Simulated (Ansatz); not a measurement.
# Ta4O (P4/mmm) in Ansatz: single point with PBE0

Aim: the single point of Ta4O with PBE0.

All numbers are computed with Ansatz 0.2.0; they aren't measurements. Logs are shortened: lines on timing, memory, paths and dates and some standing lists are left out, and cuts for length are marked.

**1. The crystal as given**

Symmetry: P4/mmm, No. 123, tetragonal system. Conventional cell: a = 3.257 Å, b = 3.257 Å, c = 7.409 Å, α = 90.00°, β = 90.00°, γ = 90.00°. Ta (site symmetry 4/mmm) is surrounded by 8 Ta at 2.81 Å. Around Ta (site symmetry 4mm) lie 1 O at 2.10 Å. Ta (site symmetry 4/mmm) is surrounded by 4 O at 2.30 Å. O (site symmetry 4/mmm) has 6 Ta at 2.10 to 2.30 Å as nearest neighbours.

The cell comes from a database or a generator and needn't be the stable form of this composition.

**2. Single point, PBE0**

File input:

```
crystal:
  lattice:
    - [3.257497, 0.0, 0.0]
    - [0.0, 3.257497, 0.0]
    - [0.0, 0.0, 7.409341]
  atoms:
    - { symbol: Ta, position: [0.0, 0.0, 0.0] }
    - { symbol: Ta, position: [0.5, 0.5, 0.216842] }
    - { symbol: Ta, position: [0.5, 0.5, 0.783158] }
    - { symbol: Ta, position: [0.0, 0.0, 0.5] }
    - { symbol: O, position: [0.5, 0.5, 0.5] }
hamiltonian:
  xc: pbe0
  pseudopotentials: { kind: paw }
kpoints:
  mp_grid: { grid: [6, 6, 4] }
scf:
  occupations: { method: fermi_dirac, width: 0.05 }
output:
  forces: true
  stress: true
  eigenvalues: true
```

Potentials or basis: Ansatz PAW.

What it wrote:

```text
Warning: output.stress: scf.convergence.dr2_threshold = 1e-7 eV (the SCF's general default) is looser than the 5e-10 eV advised for a printed stress (1e-10 eV for each atom of the cell: 5). What an SCF threshold leaves in a stress goes as its square root, and in the free energy as the threshold itself, and one threshold admits the most on a small cell: of the crystals measured, under no hybrid functional and no lock of the moments, on runs that ended without the residual-converged pass, on stresses that held no estimate of that error, the worst erred by over 100 MPa in a component at 1e-7 eV an atom and by under 5 at 1e-10. Set scf.convergence.dr2_threshold to 5e-10 eV or tighter. The threshold is an SCF's pass mark: one that does not reach it within its budget of iterations ends unconverged, or closes short of it on a stop that the run arms, and scf.convergence.dr2_threshold's page says what that costs each kind of run
Warning: output.stress: scf.exx.energy_threshold = 1e-6 eV is looser than the 5e-8 eV advised for a stress under a hybrid functional (1e-8 eV for each atom of the cell: 5). Every SCF of the exchange loop can meet its threshold on dr2 while the loop round them stops early: no threshold on dr2 bounds what that leaves in the stress. Set scf.exx.energy_threshold to 5e-8 eV or tighter. The threshold is the loop's pass mark: a loop that does not reach it within its budget of cycles ends unconverged, and scf.exx.energy_threshold's page has the law
GPUs: using 1 of 1 available (devices: 1).
Engine: ansatz 0.2.0, x86_64-unknown-linux-gnu
Pseudopotentials: kind: paw
Pseudopotential: Ta, paw, valence charge 13, recommended cutoff 420 eV (normal), Ta.paw.azcp
Pseudopotential: O, paw, valence charge 6, recommended cutoff 420 eV (normal), O.paw.azcp
Functional definition: PBE0
  parameter a = 0.25
  parameter kappa = 0.804
  parameter beta = 0.06672455060314922
  exchange = (1 - a)*pbe_x(kappa = kappa, mu = beta*pi^2/3) + a*exact_x
  correlation = pbe_c(beta = beta)
device memory: the entry about to start is reckoned to put 1.1 GiB on a device that reports 59.4 GiB free (of which the cap on the GPU budget leaves the run 18.0 GiB)
GPU FFT provider: cuFFT
GPU libraries: cuBLAS 13.8.2, cuFFT 12.4.0, cuSOLVER 12.3.4
Crystal: 5 atoms, lattice volume = 78.623 Å³
Basis set: ecut = 420 eV, 1569 PW (Γ), exchange–correlation on 48×48×100 points (8 copies of the dense FFT grid, shifted against one another)
Bands: 35, of which v1, the nominal top of the filled ones, is band 29 counted from 1 (28 counted from 0)
Symmetry: 16 space group operations
Space group: P4/mmm (ITA 123), of the structure as read, at distance tolerance 4.3e-5 Å
k-points: 30 of 144
Non-local potential: Ta, projectors of the file, l = 0: 3, l = 1: 2, l = 2: 2, l = 3: 1
Non-local potential: O, projectors of the file, l = 0: 2, l = 1: 2, l = 2: 1
PAW form: soft (Blöchl's): semilocal exchange-correlation on the pseudo side does not see the compensation charge
PAW frozen core: Ta, regenerated for the run's functional, and the local potential with it (the file was generated under x = pbe(κ = 0.804, μ = 0.2195149727645171), c = pbe(β = 0.06672455060314922))
PAW frozen core: O, regenerated for the run's functional, and the local potential with it (the file was generated under x = pbe(κ = 0.804, μ = 0.2195149727645171), c = pbe(β = 0.06672455060314922))
PAW one-centre angular grid: Ta, 590 points (default); XC on 64 Gauss nodes
PAW one-centre angular grid: O, 110 points (default); XC on 64 Gauss nodes
Initial density: superposition of atomic densities (neutral atoms: chi_scale 0, normalization atom), corrected by the library's trained network
Initial wavefunctions: pseudopotential atomic-orbital guess
GPU buffer pool allocated for 28800 grid points (all kernels)
GPU transforms: local potential and band sums: pruned to the plane-wave sphere, on 24×24×50
Functional: x = pbe(κ = 0.804, μ = 0.2195149727645171), c = pbe(β = 0.06672455060314922), warm-up for x = 0.75 pbe(κ = 0.804, μ = 0.2195149727645171) + 0.25 exact, c = pbe(β = 0.06672455060314922)
SCF iter   1: F=—  HF=-40296.790584 eV  |F-HF|=—  |Δ(HF+E_count)|=         —  Δρ=8.29e-3  dr2=2.39e-1  ethr=1.77e-3  ⟨swp⟩=5.4  Hψ=4195  notcnv=0
preconditioner: auto → Kerker (q_TF=auto, 2.593 Å⁻¹)  [metal: Δε(μ)=0.041 eV  Ē_g=5.522 eV  σ=0.050 eV  W_gap=0.20  n_scr=26 (ndim 8)  ℏωp=20.5 eV  f_vac=0.000  D(μ)=3.15/eV (n_scr^D=26)]
SCF iter   2: F=—  HF=-40296.773812 eV  |F-HF|=—  |Δ(HF+E_count)|=   1.68e-2  Δρ=4.84e-3  dr2=9.17e-2  ethr=4.12e-4  ⟨swp⟩=2.0  Hψ=2029  notcnv=0
iter 3 solved again at ethr=1.65e-6 eV; its pass at ethr=1.58e-4 eV (dr2=9.59e-4 eV) is discarded
SCF iter   3: F=—  HF=-40296.764879 eV  |F-HF|=—  |Δ(HF+E_count)|=   8.93e-3  Δρ=1.11e-3  dr2=1.41e-3  ethr=1.65e-6  ⟨swp⟩=4.8  Hψ=4933  notcnv=0
eigensolver tolerance schedule calibrated: the retry pair's looser diagonalisation under-reported the residual by θ = 0.32 (0.16/decade); ethr = c·dr2/N_el runs at the constant in force after the calibration composes with the one it found (an armed cap, an earlier calibration), c = 3.8e-2
SCF iter   4: F=—  HF=-40296.764602 eV  |F-HF|=—  |Δ(HF+E_count)|=   2.77e-4  Δρ=3.11e-4  dr2=1.84e-4  ethr=9.31e-7  ⟨swp⟩=4.1  Hψ=2502  notcnv=0
SCF iter   5: F=—  HF=-40296.764569 eV  |F-HF|=—  |Δ(HF+E_count)|=   3.32e-5  Δρ=8.44e-5  dr2=2.47e-5  ethr=1.22e-7  ⟨swp⟩=3.7  Hψ=2377  notcnv=0
[... 60 lines left out ...]
SCF iter  10: F=—  HF=-40289.106846 eV  |F-HF|=—  |Δ(HF+E_count)|=   1.51e-7  Δρ=5.06e-6  dr2=8.97e-8  ethr=1.51e-12 (applied; sched 1.00e-12)  ⟨swp⟩=5.6  Hψ=3557  notcnv=0  recentre
SCF iter  11: F=—  HF=-40289.106846 eV  |F-HF|=—  |Δ(HF+E_count)|=   6.53e-8  Δρ=8.00e-6  dr2=3.33e-7  ethr=1.58e-12 (applied; sched 1.00e-12)  ⟨swp⟩=5.8  Hψ=3752  notcnv=0
SCF iter  12: F=-40289.106846 eV  HF=-40289.106846 eV  |F-HF|=4.66e-10  |Δ(HF+E_count)|=   4.48e-8  Δρ=1.32e-6  dr2=8.31e-10  ethr=1.53e-12 (applied; sched 1.00e-12)  ⟨swp⟩=5.3  Hψ=3619  notcnv=0
SCF 4 converged in 12 iterations: F = -40289.106846 eV  dr2 = 8.31e-10
  Residual-converged pass: ⟨swp⟩=3.0  Hψ=2204  notcnv=0  max |occ|·‖R‖ = 2.6e-7 eV (tolerance 2.7e-7 eV)  dr2=8.31e-10  dr2_onsite=3.11e-11  max |Δocc| = 1.8e-12
hybrid outer 3: dexx = +9.619e-5 eV, tail = 4.56e-5 eV, Δε = 7.23e-2 eV (about 7.85e-4 eV left of the loop's levels), ΔF = 1.48e-2 eV/Å (tail 8.66e-3)
GPU FFT provider: cuFFT
GPU libraries: cuBLAS 13.8.2, cuFFT 12.4.0, cuSOLVER 12.3.4
GPU buffer pool allocated for 28800 grid points (all kernels)
GPU transforms: local potential and band sums: pruned to the plane-wave sphere, on 24×24×50
Exchange kernel: α = 0.2500, full range, Wigner–Seitz truncation, v(0) = 16954.9279 eV·Å³, q-mesh 6×6×4, nearest image of the exchange supercell L = 19.54 Å, pair-density grid 18×18×36, without the augmentation charges, whose exchange is taken in its separable form by FFT convolution over the k-point mesh (sized by the pseudopotential files, 24×24×50 at the most), smooth part of the exact exchange by density-matrix convolution in up to 4.38 GiB of GPU memory as planned if the GPU has room (build and FFT work areas not counted)
Frozen-core exchange: fock
SCF iter   1: F=—  HF=-40289.106845 eV  |F-HF|=—  |Δ(HF+E_count)|=         —  Δρ=1.34e-6  dr2=8.81e-10  ethr=2.96e-10  ⟨swp⟩=8.1  Hψ=2778  notcnv=0
preconditioner: auto → Kerker (q_TF=auto, 2.593 Å⁻¹)  [metal: Δε(μ)=0.289 eV  Ē_g=7.280 eV  σ=0.050 eV  W_gap=0.50  n_scr=26 (ndim 8)  ℏωp=20.5 eV  f_vac=0.000  D(μ)=0.30/eV (n_scr^D=0)]
SCF iter   2: F=-40289.106845 eV  HF=-40289.106845 eV  |F-HF|=4.51e-10  |Δ(HF+E_count)|=  8.59e-10  Δρ=7.79e-7  dr2=5.60e-10  ethr=1.17e-12 (applied; sched 1.00e-12)  ⟨swp⟩=4.3  Hψ=2785  notcnv=0
SCF 5 converged in 2 iterations: F = -40289.106845 eV  dr2 = 5.60e-10
  Residual-converged pass: ⟨swp⟩=3.2  Hψ=2292  notcnv=0  max |occ|·‖R‖ = 2.5e-7 eV (tolerance 2.7e-7 eV)  dr2=5.59e-10  dr2_onsite=6.13e-12  max |Δocc| = 1.5e-13
hybrid outer 4: dexx = +1.290e-9 eV, tail = 1.14e-9 eV, Δε = 1.33e-4 eV (about 3.14e-5 eV left of the loop's levels), ΔF = 1.77e-4 eV/Å (tail 4.62e-4)
hybrid SCF converged: 4 outer / 26 inner (+8 warm-up), last move |dexx| = 1.29e-9 eV, tail = 1.14e-9 eV
Stability not checked: this state was not tested for a lower state beside it, because the functional holds exact exchange (a hybrid, or Hartree-Fock), whose exchange loop this test does not read (fock_operator; see scf.lower_state_search)
Free energy (F): -40289.106845 eV
Frozen-core exchange: fock
Harris-Foulkes:  -40289.106845 eV  (|F-HF|=4.51e-10)
Internal energy: -40289.104519 eV  (E = F + TS)
E sigma→0 (E₀):  -40289.105682 eV
Entropy (-TS):   -0.002326 eV (-0.465 meV/atom)
Fermi energy:    18.777054 eV
--- Per-component energies (eV) ---
  E_band       = -547.950688
  E_kinetic    = 1633.066573
  E_local      = -2498.163047  (includes V_loc(G=0)·N_el)
  E_nonlocal   = 112.798238
  E_hartree    = 866.764072
  E_xc         = -729.763274
  E_vxc        = -701.465652  (∫ρ·V_xc dr)
  E_exx        = -186.262108  (= α·E_x^exact, valence–valence)
  E_paw        = -33764.520490  (= ΣΔE_a)
  E_vpaw       = -455.193525  (= ΣTr[D̂ρ^β])
  E_aug_tail   = 0.003098  (compensation charges beyond the density's cutoff)
  E_ewald      = -5709.532150
  E_core_change = -13.495432  (= ΣΔE_core)
  E_smearing   = -0.002326  (= −TS)
  E_closure    = 0.000000  (closes the sum)
  Σ components = -40289.106845   (vs F -40289.106845, Δ=0.00e0)
--- Forces (eV/Å), atoms counted from 1 ---
  atom   1  Ta     0.00000000     0.00000000     0.00000000
  atom   2  Ta     0.00000000     0.00000000     0.65355272
  atom   3  Ta     0.00000000     0.00000000    -0.65355272
  atom   4  Ta    -0.00000000    -0.00000000     0.00000000
  atom   5  O     -0.00000000    -0.00000000     0.00000000
  max |Σ_I F_I| component: 6.06e-28 eV/Å
--- Stress (GPa, compression-positive) ---
       -4.217465       0.000000       0.000000
        0.000000      -4.217465       0.000000
        0.000000       0.000000      -7.798408
  P = ⅓ Tr σ = -5.4111 GPa (-54.111 kbar)
--- Band table (eV; the first three rows and the last of 30) ---
  k-point 0: bands = ["-54.3132", "-53.3047", "-53.2870", "-52.4016", "-19.4756", "-19.4756", "-19.2544", "-18.7642", "-18.5907", "-18.3868", "-18.3868", "-18.2460", "-18.2460", "-17.5843", "-17.2839", "-17.2839", "-6.3724", "8.8078", "9.7412", "10.3858", "10.3858", "13.2185", "13.4486", "13.4510", "15.4271", "16.5838", "17.9774", "17.9774", "19.5155", "20.1311", "20.3133", "20.3133", "21.0402", "21.0402", "21.0412"]
  k-point 1: bands = ["-54.3131", "-53.3053", "-53.2865", "-52.4016", "-19.4753", "-19.4753", "-19.2632", "-18.7446", "-18.5918", "-18.3938", "-18.3938", "-18.2384", "-18.2384", "-17.5962", "-17.2848", "-17.2848", "-6.3616", "8.4226", "10.3119", "10.3888", "10.3888", "12.5127", "13.6100", "13.9127", "14.8177", "17.2887", "17.8898", "17.8898", "19.7961", "20.0986", "20.0986", "20.2282", "21.0999", "21.3163", "21.6178"]
  k-point 2: bands = ["-54.3131", "-53.3057", "-53.2860", "-52.4016", "-19.4749", "-19.4749", "-19.2714", "-18.7251", "-18.5931", "-18.4003", "-18.4003", "-18.2316", "-18.2316", "-17.6083", "-17.2857", "-17.2857", "-6.3508", "8.1730", "10.3920", "10.3920", "11.0216", "11.7345", "14.0527", "14.1147", "14.2002", "17.8045", "17.8045", "17.8753", "19.9975", "19.9975", "20.0031", "20.4345", "20.7225", "21.3214", "21.7803"]
  k-point 29: bands = ["-54.2874", "-53.2709", "-53.2636", "-52.3901", "-19.7586", "-19.7586", "-19.1066", "-18.7956", "-18.7956", "-18.6407", "-18.5369", "-18.4701", "-18.4701", "-17.6856", "-17.4089", "-17.4089", "-6.1123", "8.9817", "9.3474", "9.3474", "14.0122", "14.4388", "14.5517", "14.5517", "14.9162", "16.1881", "16.1881", "17.9677", "17.9677", "21.2941", "21.2941", "21.7349", "22.8606", "23.0687", "24.3932"]
```

Run time: 55 s. Hardware: 1 × NVIDIA H100 80GB HBM3 with 2 threads of AMD EPYC 7R13 (Zen 3), shared host; peak memory 3.2 GiB.

Results:

* Free energy: -40289.1068 eV
* Pressure: -5.4 GPa
* Largest force: 0.654 eV/Å
* Band gap on the k mesh: none (metal or under the smearing width)

Forces on the atoms (eV/Å):
```
Ta   0.000  0.000  0.000
Ta   0.000  0.000  0.654
Ta   0.000  0.000 -0.654
Ta   0.000  0.000  0.000
O    0.000  0.000  0.000
```

Caveat: the PAW data sets come from PBE, with cores solved anew for the run's functional, which leaves a small shift of forces and pressure; the thresholds are loose for stress. The run has no spin-orbit coupling, so splittings on Ta are missing.
